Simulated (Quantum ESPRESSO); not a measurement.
**BiTe in Quantum ESPRESSO: the effect of target pressure**

BiTe:

```
Bi Te
1.0
     2.42271    1.39875    3.31729
    -2.42271    1.39875    3.31729
     0.00000   -2.79750    3.31729
Bi Te
1 1
Direct
  0.50000 0.50000 0.50000
  0.00000 0.00000 0.00000
```

The cell comes from a database or a generator and needn't be the stable form of this composition.

Alike in all runs:

| Property | Result |
| --- | --- |
| Program | Quantum ESPRESSO 7.5 |
| Task | phonons |
| Functional | LDA |
| Potentials or basis | PseudoDojo 0.4.1 SR LDA standard |
| Cutoff | 1088 eV |
| Density cutoff | 4354 eV |
| k mesh | 6 × 6 × 6 |
| Occupations | cold, width 0.2 eV |
| Spin | no spin polarisation |

Each run relaxes the cell or the atoms first.

```csv
target pressure,relaxed volume (Å³/atom),highest phonon frequency (cm⁻¹)
0 GPa,31.18,104
5 GPa,?,?
10 GPa,26.64,127
20 GPa,23.27,87
```

Question: What does the run with target pressure 5 GPa give?

Answer: Relaxed volume 28.65 Å³/atom; highest phonon frequency 120 cm⁻¹.

Worked out: A straight line through the other rows of the relaxed volume, of slope -0.395 Å³/atom per GPa, gives 29.01 Å³/atom, against the run's 28.65. The highest phonon frequency follows no smooth curve through the other rows.

Caveats: the mesh is thin for the phonons of a metal; the volume moved by over 15 % at a fixed basis, so the end points are rough (some runs); the cell is more than 3 GPa from zero pressure, which shifts response properties (some runs); the cell relaxed to another space group than the one typed (some runs).

Runs at the PBE level aren't shown here.
